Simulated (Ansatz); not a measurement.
# As2: the cost of one run

The runs use Ansatz 0.2.0, Gaussian basis; def2-QZVPP, all electrons in the functionals, frozen cores in the correlation of double hybrids and RPA.

Plan: PBE, BLYP, r2SCAN, B97M-V, PBE0, B3LYP, wB97M-V, B2PLYP, at charge 0, singlet; charge 0, triplet; charge 1, doublet (not every functional at every point).

6 further runs of the same task are left out: 1 that didn't finish, 5 set aside as unsound or not needed.

**1. The geometry**

The geometry is a PBE0/def2-TZVP stationary point (not a proven minimum). No spin-orbit coupling is included. The filled d shell of As may be among the frozen orbitals whatever the setting's name suggests; the logs give the count.

2 atoms, charge 0, spin multiplicity 1.

Atoms are counted from 1 here; the program's logs count them from 0.

Bond lengths: As1–As2 2.089 Å.

No dispersion term is added; B97M-V, wB97M-V hold VV10 nonlocal correlation. B3LYP takes the VWN-RPA correlation.

The geometry shown and the zero of energy belong to the point charge 0, singlet. The yardstick, RCCSD(T), and other wave-function levels (R restricted, U unrestricted, valence and pair active spaces) come from earlier runs.

**2. PBE, charge 0, singlet**

Input file in.yaml:

```yaml
crystal:
  periodic: [false, false, false]
  atoms:
    - {symbol: As, position_ang: [0.000000, 0.000000, 0.000000]}
    - {symbol: As, position_ang: [0.000000, 0.000000, 2.089000]}
basis:
  gaussian: {orbitals: "def2-QZVPP.json"}
magnetization: {spin_polarized: true, initial_magnetization: 0}
hamiltonian: {xc: {name: PBE}}
output: {orbitals: {seedname: orbitals}}
```

Command:

```console
$ ansatz run in.yaml --threads 1 --pin off --events-out ev --progress --plain --max-ram 2393MiB
```

**Question.** How long does this run take on 1 thread of Arm Neoverse N1, shared host?

About 9.5 s.
